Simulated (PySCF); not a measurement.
# C5H10BNO: the cost of one run

Programs: PySCF 2.14.0, with density-fitted response routines of our own. Each step states its level of theory. These are calculated values for one molecule in the gas phase, unless marked as measured. Atoms are numbered from 0 throughout.

## (1) The starting structure

18 atoms, charge 0, multiplicity 1; geometry from: GFN2-xTB.

Bonds of the start (Å): C0–C1 1.32, C1–C2 1.50, C2–C3 1.54, C3–C4 1.43, C4–N5 1.15, N5–B6 1.59, B6–O7 1.43, C0–H8 1.08, C0–H9 1.08, C1–H10 1.08, C2–H11 1.09, C2–H12 1.09, C3–H13 1.09, C3–H14 1.09, B6–H15 1.19, B6–H16 1.19, O7–H17 0.96.

## (2) Ultraviolet spectrum: CAM-B3LYP/def2-SVPD

The job: settings as JSON, then the geometry in Å.

```
{"job": {"kind": "uv", "xc": "CAM-B3LYP", "basis": "def2-SVPD", "nstates": 8, "ntriplets": 3}, "charge": 0, "multiplicity": 1}
C     -3.546829     0.521696    -0.185124
C     -2.555402     0.099295     0.575636
C     -1.106935     0.305731     0.260688
C     -0.391121    -1.052825     0.116872
C      1.005845    -0.854103    -0.131189
N      2.119990    -0.661307    -0.328208
B      3.567246    -0.043506    -0.108729
O      3.323931     1.105083     0.705897
H     -3.369003     1.059917    -1.101920
H     -4.577393     0.358108     0.078110
H     -2.757121    -0.438863     1.492765
H     -0.631815     0.868386     1.068618
H     -1.001366     0.876285    -0.663428
H     -0.503988    -1.635726     1.036042
H     -0.827924    -1.620591    -0.709832
H      3.965104     0.142907    -1.219452
H      4.111621    -0.912136     0.493460
H      3.166403     1.887966     0.181477
```

Level: TDDFT CAM-B3LYP/def2-SVPD, vertical, gas phase, core orbitals frozen in the response.

Run with:

```bash
$ OMP_NUM_THREADS=1 python probes_run.py task.json out
```

This one command runs all jobs of the session in turn.

Q: Estimate the wall time and peak memory of this job on 1 thread of Arm Neoverse N1, shared host.

About 2.1 min, with a peak of 1.1 GiB.
